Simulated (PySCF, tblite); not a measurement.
# C₁₄H₁₁FO: excited states

Wanted: excited states for C₁₄H₁₁FO (`O=Cc1ccc(Cc2ccc(F)cc2)cc1`).

Programs: tblite 0.8.0 and PySCF 2.14.0, with routines of our own; each step states its level. All values are computed. Atoms count from 0.

### Step 1. The starting structure

27 atoms, charge 0, multiplicity 1; geometry from: force field or distance geometry start.

### Step 2. Relaxing the molecule with GFN2-xTB

The job: settings as JSON, then the geometry in Å.

```
{"job": {"kind": "relax", "xc": "GFN2-xTB", "basis": "xTB"}, "charge": 0, "multiplicity": 1}
O     -5.017300     0.737500     2.194600
C     -4.476700     0.968800     1.116700
C     -3.188100     0.317400     0.753500
C     -2.621800     0.621800    -0.495900
C     -1.415800     0.007400    -0.840500
C     -0.781500    -0.889100     0.020600
C      0.532800    -1.536700    -0.371900
C      1.698600    -0.569000    -0.461900
C      2.198700     0.053200     0.686300
C      3.258800     0.947300     0.598200
C      3.829900     1.208400    -0.647400
F      4.855400     2.063300    -0.731300
C      3.349100     0.598100    -1.786900
C      2.288600    -0.296200    -1.711500
C     -1.372600    -1.165000     1.264400
C     -2.578300    -0.570600     1.638000
H     -4.905100     1.666000     0.395000
H     -3.095700     1.303400    -1.176000
H     -0.968800     0.249000    -1.806000
H      0.390100    -2.058700    -1.317400
H      0.795700    -2.320000     0.354200
H      1.747900    -0.139100     1.659500
H      3.658500     1.448100     1.492000
H      3.810100     0.809700    -2.754400
H      1.917500    -0.766700    -2.611700
H     -0.905200    -1.867100     1.961600
H     -3.024800    -0.795000     2.590400
```

Launch:

```sh
$ OMP_NUM_THREADS=1 python excited_run.py task.json out
```

One launch serves the whole session: the jobs run in the order shown.

Log:

```text
step      E/eV     max force
  0   -1206.74295    2.242
  1   -1206.81252    2.022
  2   -1206.85138    0.548
  3   -1206.86731    0.299
  4   -1206.88293    0.238
  5   -1206.88753    0.109
  6   -1206.88910    0.099
  7   -1206.89157    0.106
  8   -1206.89284    0.082
  9   -1206.89388    0.067
 10   -1206.89484    0.072
 11   -1206.89588    0.068
 12   -1206.89665    0.054
 13   -1206.89716    0.045
 14   -1206.89761    0.045
 15   -1206.89815    0.049
 16   -1206.89871    0.048
 17   -1206.89920    0.053
 18   -1206.89959    0.058
 19   -1206.89998    0.049
 20   -1206.90038    0.039
 21   -1206.90074    0.036
 22   -1206.90108    0.034
 23   -1206.90142    0.046
 24   -1206.90178    0.040
 25   -1206.90208    0.040
 26   -1206.90232    0.030
 27   -1206.90251    0.026
 28   -1206.90267    0.027
 29   -1206.90282    0.024
 30   -1206.90293    0.021
 31   -1206.90306    0.026
 32   -1206.90321    0.027
 33   -1206.90338    0.026
 34   -1206.90354    0.029
 35   -1206.90369    0.027
 36   -1206.90384    0.026
 37   -1206.90401    0.029
 38   -1206.90416    0.028
 39   -1206.90429    0.028
 40   -1206.90440    0.028
 41   -1206.90455    0.032
 42   -1206.90474    0.028
 43   -1206.90494    0.033
 44   -1206.90515    0.032
 45   -1206.90536    0.030
 46   -1206.90558    0.032
 47   -1206.90582    0.029
 48   -1206.90606    0.027
 49   -1206.90631    0.033
 50   -1206.90657    0.035
 51   -1206.90681    0.036
 52   -1206.90700    0.030
 53   -1206.90716    0.029
 54   -1206.90730    0.025
 55   -1206.90741    0.023
 56   -1206.90751    0.021
 57   -1206.90761    0.021
 58   -1206.90771    0.027
 59   -1206.90783    0.025
 60   -1206.90794    0.022
 61   -1206.90803    0.017
 62   -1206.90812    0.025
 63   -1206.90822    0.026
 64   -1206.90834    0.024
 65   -1206.90847    0.021
 66   -1206.90860    0.022
 67   -1206.90876    0.030
 68   -1206.90896    0.031
 69   -1206.90919    0.028
 70   -1206.90941    0.029
 71   -1206.90960    0.025
 72   -1206.90977    0.025
 73   -1206.90992    0.023
 74   -1206.91004    0.021
 75   -1206.91014    0.019
 76   -1206.91020    0.019
 77   -1206.91024    0.015
 78   -1206.91027    0.009
```

Run time: 0.89 s. Hardware: 1 thread of Arm Neoverse V2, shared host.

The steps of the relaxation: (not every step is listed)

| step | energy from step 0 (eV) | largest force (eV/Å) |
| --- | --- | --- |
| 0 | 0.0000 | 2.2424 |
| 1 | -0.0696 | 2.0219 |
| 2 | -0.1084 | 0.5478 |
| 3 | -0.1244 | 0.2992 |
| 4 | -0.1400 | 0.2375 |
| 5 | -0.1446 | 0.1087 |
| 6 | -0.1462 | 0.0992 |
| 7 | -0.1486 | 0.1058 |
| 8 | -0.1499 | 0.0822 |
| 14 | -0.1547 | 0.0454 |
| 20 | -0.1574 | 0.0385 |
| 26 | -0.1594 | 0.0302 |
| 32 | -0.1603 | 0.0271 |
| 38 | -0.1612 | 0.0276 |
| 44 | -0.1622 | 0.0320 |
| 50 | -0.1636 | 0.0350 |
| 56 | -0.1646 | 0.0207 |
| 62 | -0.1652 | 0.0245 |
| 68 | -0.1660 | 0.0315 |
| 73 | -0.1670 | 0.0233 |
| 74 | -0.1671 | 0.0214 |
| 75 | -0.1672 | 0.0193 |
| 76 | -0.1672 | 0.0188 |
| 77 | -0.1673 | 0.0152 |
| 78 | -0.1673 | 0.0090 |

Close pairs (by a distance rule), those that changed most:

| bond | before (Å) | after (Å) | change (Å) |
| --- | --- | --- | --- |
| C1–C2 | 1.489 | 1.466 | -0.023 |
| O0–C1 | 1.228 | 1.205 | -0.023 |
| C9–H22 | 1.100 | 1.078 | -0.021 |
| C7–C13 | 1.409 | 1.388 | -0.020 |
| C1–H16 | 1.091 | 1.109 | +0.018 |
| C3–C4 | 1.397 | 1.379 | -0.018 |
| C14–C15 | 1.395 | 1.380 | -0.015 |
| C5–C14 | 1.404 | 1.390 | -0.014 |

The final coordinates are the input of the step that follows.

### Step 3. Harmonic vibrations with GFN2-xTB

The job: settings as JSON, then the geometry in Å.

```
{"job": {"kind": "ir", "xc": "GFN2-xTB", "basis": "xTB"}, "charge": 0, "multiplicity": 1}
O     -4.909243     0.884217     2.176061
C     -4.316547     1.047672     1.139560
C     -3.082045     0.360500     0.749531
C     -2.478520     0.620291    -0.481425
C     -1.318914    -0.035973    -0.836444
C     -0.735144    -0.963558     0.023123
C      0.543766    -1.647296    -0.378154
C      1.654345    -0.632522    -0.473562
C      2.087188     0.025322     0.672590
C      3.085693     0.978426     0.609102
C      3.647135     1.269938    -0.621208
F      4.622367     2.200432    -0.693637
C      3.235520     0.636723    -1.778331
C      2.233526    -0.314257    -1.694242
C     -1.335074    -1.218055     1.251445
C     -2.497081    -0.567091     1.612099
H     -4.687070     1.763840     0.377492
H     -2.926813     1.337474    -1.154302
H     -0.852666     0.167196    -1.789604
H      0.410140    -2.135348    -1.345775
H      0.801334    -2.409942     0.359353
H      1.635336    -0.210967     1.624447
H      3.429522     1.494037     1.491762
H      3.693497     0.889335    -2.721675
H      1.905525    -0.816576    -2.592737
H     -0.891192    -1.936794     1.925545
H     -2.974481    -0.760601     2.561149
```

Log:

```text
mode    cm-1     km/mol
  1      15.0      0.88
  2      24.3      1.08
  3      34.3      0.60
  4      83.5      3.61
  5     127.9      4.55
  6     159.1      4.39
  7     170.5      5.64
  8     258.1      1.72
  9     292.9      1.23
 10     320.2      2.34
 11     351.6      5.42
 12     369.8      0.22
 13     378.8      0.04
 14     392.6      4.24
 15     423.8      1.10
 16     441.3      1.29
 17     478.4      4.47
 18     529.2      8.43
 19     594.5      4.07
 20     610.1      0.51
 21     618.2      5.32
 22     664.0      0.73
 23     681.6      4.94
 24     746.8     18.12
 25     777.5     37.44
 26     801.4     34.11
 27     824.7     19.81
 28     868.9      0.07
 29     870.0     12.31
 30     872.5      4.70
 31     879.9     16.72
 32     909.0      0.18
 33     917.5      0.08
 34     923.0      0.03
 35     929.8      0.04
 36     931.9      0.30
 37     936.7      3.96
 38    1016.2      4.87
 39    1017.6     14.09
 40    1112.1      1.14
 41    1131.5      2.10
 42    1141.7      0.40
 43    1164.3     54.09
 44    1181.5     38.44
 45    1201.6     38.27
 46    1207.9      8.55
 47    1248.8     38.20
 48    1256.1     87.20
 49    1265.3     11.61
 50    1270.4     34.02
 51    1286.5      6.02
 52    1328.4      2.80
 53    1334.2     13.36
 54    1377.4     34.47
 55    1417.7      3.45
 56    1422.8      0.22
 57    1465.0      3.30
 58    1481.6     11.39
 59    1488.1    120.28
 60    1573.4      7.22
 61    1592.2     39.10
 62    1594.3     98.19
 63    1605.7     21.51
 64    1742.5    437.34
 65    2744.7    143.07
 66    2976.9     17.00
 67    2985.0     26.01
 68    3072.8     12.55
 69    3075.0     28.40
 70    3080.3     21.75
 71    3086.6     30.39
 72    3089.6     16.67
 73    3096.1      9.32
 74    3108.8     19.35
 75    3110.8     10.48
```

Run time: 1.8 s. Hardware: 1 thread of Arm Neoverse V2, shared host.

The strongest bands and the atoms that carry them (share of the mass-weighted mode):

| cm⁻¹ | km/mol | atoms |
| --- | --- | --- |
| 1164 | 54.1 | H23 33 %, H22 32 %, C10 11 % |
| 1182 | 38.4 | H17 39 %, H26 23 %, H18 13 % |
| 1256 | 87.2 | C10 22 %, C7 16 % |
| 1488 | 120.3 | C10 16 %, C7 15 %, C9 12 %, C12 10 % |
| 1592 | 39.1 | C10 21 %, C7 18 % |
| 1594 | 98.2 | C14 16 %, C3 15 %, C4 12 %, C15 11 % |
| 1742 | 437.3 | C1 60 %, O0 38 % |
| 2745 | 143.1 | H16 94 % |

### Step 4. Excited states: TDA PBE0/def2-SVP

The job, as its differences from that of step 3:

```diff
@@ -1,2 +1,2 @@
-{"job": {"kind": "ir", "xc": "GFN2-xTB", "basis": "xTB"}, "charge": 0, "multiplicity": 1}
+{"job": {"kind": "states", "xc": "PBE0", "basis": "def2-SVP", "tda": true, "soc": true, "nstates": 5, "ntriplets": 5, "nquad": 4}, "charge": 0, "multiplicity": 1}
 O     -4.909243     0.884217     2.176061
```

Level: TDA PBE0/def2-SVP excited states, vertical, gas phase, spin-orbit mean-field couplings.

Log:

```text
coarse grid: 24200 points
cycle   1  E = -713.5645077254  dE =  2.997e+00  |g| = 8.952e-01  |ddm| = 6.582e+00
cycle   2  E = -713.1477162082  dE =  4.168e-01  |g| = 1.698e+00  |ddm| = 3.628e+00
cycle   3  E = -713.7229475981  dE = -5.752e-01  |g| = 2.414e-01  |ddm| = 2.826e+00
cycle   4  E = -713.7349784784  dE = -1.203e-02  |g| = 8.291e-02  |ddm| = 3.888e-01
cycle   5  E = -713.7362038207  dE = -1.225e-03  |g| = 3.028e-02  |ddm| = 1.130e-01
cycle   6  E = -713.7364282685  dE = -2.244e-04  |g| = 7.209e-03  |ddm| = 3.931e-02
cycle   7  E = -713.7364400740  dE = -1.181e-05  |g| = 2.801e-03  |ddm| = 1.101e-02
cycle   8  E = -713.7364419537  dE = -1.880e-06  |g| = 6.339e-04  |ddm| = 4.312e-03
final grid: 238816 points
cycle   9  E = -713.8465281234  dE = -4.949e-05  |g| = 1.270e-02  |ddm| = 7.322e-02
cycle  10  E = -713.8464628484  dE =  6.528e-05  |g| = 2.210e-02  |ddm| = 4.235e-02
cycle  11  E = -713.8465640339  dE = -1.012e-04  |g| = 3.333e-03  |ddm| = 2.935e-02
cycle  12  E = -713.8465664375  dE = -2.404e-06  |g| = 5.432e-04  |ddm| = 4.214e-03
cycle  13  E = -713.8465664885  dE = -5.098e-08  |g| = 1.706e-04  |ddm| = 7.682e-04
cycle  14  E = -713.8465664936  dE = -5.146e-09  |g| = 6.234e-05  |ddm| = 2.612e-04
cycle  15  E = -713.8465664945  dE = -8.818e-10  |g| = 2.725e-05  |ddm| = 1.058e-04
converged SCF energy = -713.8465664945

Singlet excitations
state   eV       nm        f     d(h-e)  d(exc)  Lambda  PR(NTO)  |dmu|/D   mu/D   main configurations
  1   3.7447   331.1   0.00007   1.360   2.872   0.442   1.003    3.768    1.904   H-1->L 0.94
  2   4.6401   267.2   0.10520   4.883   5.994   0.485   1.030   16.999   19.121   H->L 0.93
  3   5.0026   247.8   0.01279   0.823   3.274   0.575   1.736    2.257    5.093   H-3->L 0.48, H-4->L 0.21
  4   5.3207   233.0   0.03316   3.229   5.241   0.625   1.621   11.518   13.675   H-4->L 0.30, H-2->L 0.21, H-3->L 0.16
  5   5.4881   225.9   0.12604   1.371   3.974   0.691   2.442                     H-2->L 0.31, H->L+2 0.20, H->L+1 0.18

Triplet excitations (Tamm-Dancoff)
state   eV     d(h-e)  d(exc)  Lambda  PR(NTO)   main configurations
  1   3.1735   1.182   2.706   0.438   1.004   H-1->L 0.90
  2   3.4817   0.570   3.158   0.613   1.171   H-2->L 0.48, H->L 0.37
  3   4.0882   0.164   2.710   0.779   1.868   H->L+3 0.33, H->L+1 0.18, H-4->L+1 0.11
  4   4.2334   0.798   3.042   0.533   1.122   H-3->L 0.54, H-4->L 0.36
  5   4.4142   0.695   3.453   0.675   1.172   H->L+2 0.35, H->L+1 0.27, H->L 0.14
S1 - T1 = 0.5712 eV

Spin-orbit couplings |<S|Hso|T>| (cm-1)
             T1       T2       T3       T4       T5
S0       48.486    0.667    0.735    0.137    0.921
S1        0.172   18.439    1.256    3.645    1.761
S2        4.315    1.137    0.711    0.562    0.331
S3        0.694    0.258    0.194    0.107    0.273
S4        3.148    0.409    0.366    0.252    0.530
S5        7.941    0.326    0.315    0.082    0.361
T1 sublevels (cm-1): 0.000 0.000 0.222   radiative rates (1/s): 0.0141 0.106 853
```

Run time: 2.5 min. Hardware: 1 thread of Arm Neoverse V2, shared host; peak memory 1.3 GiB.

Key values:

| quantity | value |
| --- | --- |
| S1 less T1 | 0.57 eV |

### Step 5. Summary of results

| quantity | value |
| --- | --- |
| strongest single infrared mode (GFN2-xTB) | 1742 cm⁻¹, 437 km/mol |
| zero-point energy (GFN2-xTB) | 128.0 kcal/mol |
| S1 less T1 (step 4, TDA PBE0/def2-SVP) | 0.57 eV |

**Reading.** No mode is imaginary among the 75: a minimum at this level. The strongest single mode, at 1742 cm⁻¹, moves mainly C1 and O0. GFN2-xTB is a fitted tight-binding method: band positions and strengths are rough. Its intensities can rank the bands wrongly. In step 4, the number of triplets below S1 is 2, and the largest singlet-triplet spin-orbit coupling is S0–T1, 48.49 cm⁻¹.
